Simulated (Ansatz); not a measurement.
TaNbW:

```xyz
3
Lattice="0.0000 2.3371 6.8807 1.6158 0.0000 6.8807 1.6158 2.3371 0.0000" Properties=species:S:1:pos:R:3 pbc="T T T"
W     1.6158    2.3371    4.5741
Ta    1.6158    2.3371    9.2347
Nb    1.6158    2.3371   13.7142
```

The cell comes from a database or a generator and needn't be the stable form of this composition.

| Item | Value |
| --- | --- |
| Program | Ansatz 0.2.0 |
| Task | relaxation of cell and atoms |
| Functional | RPBE |
| Potentials or basis | Ansatz PAW |
| Cutoff | 420 eV (not typed: the program's choice for these potentials) |
| k mesh | 10 × 10 × 10 |
| Occupations | fermi-dirac, width 0.05 eV |
| Spin | no spin polarisation |

At the start: volume 17.32 Å³/atom.

Task: How do energy, volume and symmetry change on relaxing?

Result: It ends after 7 steps and the volume is 17.69 Å³/atom (+2.1 %); space group Fmm2 (No. 42, to 0.05 Å).

The path:
```csv
step,energy change (eV),largest force (eV/Å),volume (Å³)
1,0.0000,0.2420,51.97
2,-0.0191,0.0264,53.19
3,-0.0195,0.0132,53.08
4,-0.0195,0.0061,53.04
5,-0.0196,0.0032,53.04
6,-0.0196,0.0019,53.06
7,-0.0200,0.0019,53.06
```

Final structure:
```xyz
3
Lattice="0.0000 2.3402 6.9153 1.6392 0.0000 6.9153 1.6392 2.3402 0.0000" Properties=species:S:1:pos:R:3 pbc="T T T"
W     1.6392    2.3402    4.6065
Ta    1.6392    2.3402    9.2687
Nb    1.6392    2.3402   13.7861
```

Caveat: the plane-wave basis is chosen anew once the cell has moved, so the energies of steps on either side of that aren't comparable; the PAW data sets come from PBE, with cores solved anew for the run's functional, which leaves a small shift of forces and pressure.
